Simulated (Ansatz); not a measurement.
# BFH6O3Si: the cost of one run

Program: Ansatz 0.2.0. Level of theory: UKS revPBE-D4/6-31G. These are calculated values, not measurements.

**1. The starting structure**

Bond lengths: B1–F2 1.687 Å, B1–O3 1.340 Å, B1–O4 1.341 Å, B1–O6 1.749 Å, O6–Si7 1.624 Å, O3–H8 0.955 Å, O4–H9 0.956 Å, Si7–H10 1.464 Å, Si7–H11 1.460 Å, Si7–H12 1.463 Å. Angles (14 of 15 angles, heavy atoms first): F2–B1–O3 110.4°, F2–B1–O4 109.2°, F2–B1–O6 81.0°, O3–B1–O4 124.8°, O3–B1–O6 112.9°, O4–B1–O6 109.9°, B1–O6–Si7 131.9°, B1–O3–H8 117.4°, B1–O4–H9 115.0°, O6–Si7–H10 101.7°, O6–Si7–H11 107.4°, O6–Si7–H12 111.7°, H10–Si7–H11 112.8°, H10–Si7–H12 111.5°.

As a file:

```xyz
12

B     1.1217    0.0144   -0.3108
F     0.8892    1.3720   -1.2841
O     2.1139    0.2318    0.5639
O     0.9868   -1.0916   -1.0573
H    -0.1349    1.3125   -0.6556
O    -0.4401    0.5199    0.2918
Si   -1.8186   -0.2984    0.5536
H     2.1076    1.0608    1.0385
H     1.7499   -1.6666   -1.0690
H    -2.7091    0.7624    1.0278
H    -1.5419   -1.3040    1.5750
H    -2.3246   -0.9131   -0.6737
```

**2. Run 1**

150 steps of 0.5 fs at constant energy, with velocities drawn for 300 K.

The input, input.yaml:

```yaml
crystal:
  periodic: [false, false, false]
  atoms:
    - { symbol: B, position_ang: [1.1217, 0.0144, -0.3108] }
    - { symbol: F, position_ang: [0.8892, 1.372, -1.2841] }
    - { symbol: O, position_ang: [2.1139, 0.2318, 0.5639] }
    - { symbol: O, position_ang: [0.9868, -1.0916, -1.0573] }
    - { symbol: H, position_ang: [-0.1349, 1.3125, -0.6556] }
    - { symbol: O, position_ang: [-0.4401, 0.5199, 0.2918] }
    - { symbol: Si, position_ang: [-1.8186, -0.2984, 0.5536] }
    - { symbol: H, position_ang: [2.1076, 1.0608, 1.0385] }
    - { symbol: H, position_ang: [1.7499, -1.6666, -1.069] }
    - { symbol: H, position_ang: [-2.7091, 0.7624, 1.0278] }
    - { symbol: H, position_ang: [-1.5419, -1.304, 1.575] }
    - { symbol: H, position_ang: [-2.3246, -0.9131, -0.6737] }
magnetization:
  spin_polarized: true
basis:
  gaussian: { orbitals: "6-31G" }
hamiltonian:
  xc: revpbe
  dispersion: d4
md:
  timestep: 0.5
  n_steps: 150
  ensemble: nve
  temperature: 300.0
  initial_velocities: maxwell_boltzmann
  seed: 563396
```

On the command line:

```bash
$ ansatz run input.yaml --threads 2 --pin off --max-ram 3072MiB --backend cpu --events-out ev --progress --plain --runs-dir out
```

**Question.** How long does this run take on 2 threads of Arm Neoverse N1, shared host, and how much memory does it need?

About 12 min, with a peak of 0.15 GiB.
